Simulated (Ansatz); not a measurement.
# Cu: the cost of one run

Program: Ansatz 0.2.0. Level of theory: DFT PBE, scalar-relativistic, plane waves, PAW. These are calculated values, not measurements.

**1. Starting point**

Symmetry: P6/mmm, No. 191, hexagonal system. The conventional cell has a = 2.611 Å, b = 2.611 Å, c = 17.000 Å, α = 90.00°, β = 90.00°, γ = 120.00°. Cu (site symmetry 6mm) is surrounded by 7 Cu at 2.61 to 2.66 Å.

As a file:

```
CELL_PARAMETERS angstrom
2.61109 0.00000 0.00000
-1.30554 2.26127 0.00000
0.00000 0.00000 17.00000
ATOMIC_POSITIONS crystal
Cu 0.00000 0.00000 0.57817
Cu 0.00000 0.00000 0.42183
```

The cell is invented: random sheet by layer group and Wyckoff sites. The dimensions are guesses.

Only a and b are periodic; c spans vacuum, so the box's volume, pressure and space group aren't properties of the sheet.

**2. The guess as it stands, on a coarse mesh**

Contents of input.yaml:

```yaml
crystal:
  lattice:
    - [2.611088, 0.0, 0.0]
    - [-1.305544, 2.261269, 0.0]
    - [0.0, 0.0, 17.0]
  atoms:
    - { symbol: Cu, position: [0.0, 0.0, 0.57816803] }
    - { symbol: Cu, position: [0.0, 0.0, 0.42183197] }
  periodic: [true, true, false]
basis:
  ecutwfc: 420
kpoints:
  mp_grid: { grid: [6, 6, 1] }
hamiltonian:
  xc: pbe
scf:
  occupations: { method: gaussian, width: 0.1 }
  lower_state_search: "off"
output:
  forces: true
  stress: true
  eigenvalues: true
```

Command:

```console
$ ansatz run input.yaml --threads 1 --pin off --max-ram 2048MiB --backend cpu --events-out ev --progress --plain --runs-dir out
```

**Question.** How long does this run take on 1 thread of Intel Xeon Platinum 8259CL at 2.50GHz (Skylake/Cascade Lake), shared host, and how much memory does it need?

About 3.2 s, with a peak of 0.49 GiB.
